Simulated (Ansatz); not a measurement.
# CH5ClFGeN: a ladder of functionals and wavefunction methods

The task here is to estimate one member of a computed series from the others.

Method: functionals in def2-TZVPP, the program's frozen cores in correlated methods; program: Ansatz 0.2.0, Gaussian basis.

Plan: LDA (SPW92), PBE-D4, revPBE-D4, BLYP-D4, r2SCAN-D4, B97M-V, PBE0-D4, B3LYP-D4, r2SCANh-D4, r2SCAN0-D4, HSE06-D4, BHLYP-D4, CAM-B3LYP-D4, LC-ωPBE, ωB97X-V, ωB97M-V, B2PLYP, PBE-QIDH; CCSD(T)/def2-SVP; CCSD(T)/def2-TZVPP; MP2/def2-QZVPP; extrapolation to the limit; RPA on PBE.

### Structure used throughout

All runs share one geometry, relaxed beforehand with PBE0-D4 in a triple-zeta def2 set.

SMILES `C[NH][GeH]([F])[Cl]`, 10 atoms, charge 0, spin multiplicity 1.

Atoms are counted from 1 here; the program's logs count them from 0.

Bond lengths: C1–N2 1.453 Å, C1–H6 1.097 Å, C1–H7 1.093 Å, C1–H8 1.093 Å, N2–Ge3 1.801 Å, N2–H9 1.011 Å, Ge3–F4 1.726 Å, Ge3–Cl5 2.152 Å, Ge3–H10 1.526 Å. Angles: N2–C1–H6 114.0°, N2–C1–H7 109.7°, N2–C1–H8 109.8°, H6–C1–H7 107.7°, H6–C1–H8 108.4°, H7–C1–H8 106.9°, C1–N2–Ge3 119.9°, C1–N2–H9 113.0°, Ge3–N2–H9 113.3°, N2–Ge3–F4 105.3°, N2–Ge3–Cl5 114.1°, N2–Ge3–H10 113.3°, F4–Ge3–Cl5 104.9°, F4–Ge3–H10 110.5°, Cl5–Ge3–H10 108.3°.

As a file:

```xyz
10
charge 0, multiplicity 1
C     0.96726    1.02458   -0.36266
N    -0.19459    0.59938    0.39993
Ge   -0.66466   -1.13953    0.42307
F    -2.09227   -1.21344    1.39051
Cl   -1.25514   -1.91513   -1.49525
H     0.80568    1.04638   -1.44701
H     1.80546    0.35131   -0.16457
H     1.27719    2.02139   -0.04009
H    -0.98233    1.22460    0.30140
H     0.41651   -2.05075    0.99747
```

Set-up of the first run:

Input file in.yaml:

```yaml
crystal:
  periodic: [false, false, false]
  atoms:
    - {symbol: C, position_ang: [0.967261, 1.024580, -0.362658]}
    - {symbol: N, position_ang: [-0.194593, 0.599380, 0.399930]}
    - {symbol: Ge, position_ang: [-0.664665, -1.139527, 0.423072]}
    - {symbol: F, position_ang: [-2.092275, -1.213436, 1.390508]}
    - {symbol: Cl, position_ang: [-1.255145, -1.915134, -1.495247]}
    - {symbol: H, position_ang: [0.805683, 1.046382, -1.447014]}
    - {symbol: H, position_ang: [1.805462, 0.351314, -0.164567]}
    - {symbol: H, position_ang: [1.277194, 2.021386, -0.040093]}
    - {symbol: H, position_ang: [-0.982330, 1.224602, 0.301404]}
    - {symbol: H, position_ang: [0.416509, -2.050748, 0.997466]}
basis:
  gaussian: {orbitals: def2-TZVPP}
hamiltonian: {xc: lda}
output: {orbitals: {seedname: orbitals}}
```

Steps of the session up to this table: LDA; PBE-D4 (GGA); revPBE-D4 (GGA); BLYP-D4 (GGA); r2SCAN-D4 (meta-GGA); B97M-V (meta-GGA); PBE0-D4 (hybrid); B3LYP-D4 (hybrid); r2SCANh-D4 (hybrid); r2SCAN0-D4 (hybrid); HSE06-D4 (hybrid); BHLYP-D4 (hybrid); CAM-B3LYP-D4 (range-separated); LC-ωPBE-D4 (range-separated; the results give it without D4); ωB97X-V (range-separated); ωB97M-V (range-separated); B2PLYP (double hybrid); PBE-QIDH (double hybrid).

One table of the session follows, with a row left open; its other results are not shown here.

It belongs to the step «Frontier levels by functional». 

| functional | HOMO (eV) | gap (eV) |
| --- | --- | --- |
| LDA (SPW92) | -6.26 | 4.98 |
| PBE-D4 | -6.12 | 5.12 |
| revPBE-D4 | -6.06 | 5.17 |
| BLYP-D4 | ? | ? |
| r2SCAN-D4 | -6.42 | 5.76 |
| B97M-V | -6.53 | 5.82 |
| PBE0-D4 | -7.53 | 7.56 |
| B3LYP-D4 | -7.30 | 6.97 |
| r2SCANh-D4 | -6.94 | 6.65 |
| r2SCAN0-D4 | -7.74 | 7.99 |
| HSE06-D4 | -7.13 | 6.79 |
| BHLYP-D4 | -8.87 | 9.89 |
| CAM-B3LYP-D4 | -8.94 | 9.97 |
| LC-ωPBE | -10.32 | 12.68 |
| ωB97X-V | -9.96 | 12.18 |
| ωB97M-V | -9.85 | 11.82 |

Estimate the missing values for BLYP-D4.

Worked estimate for «HOMO (eV)». Against the share of exact exchange, B3LYP-D4 (0.2, -7.30), BHLYP-D4 (0.5, -8.87) give a slope of -5.23 per unit share; at 0 the line stands at -6.25.

The run gave: HOMO (eV): -6.00; gap (eV): 5.02. In «HOMO (eV)» the line misses by -0.25.
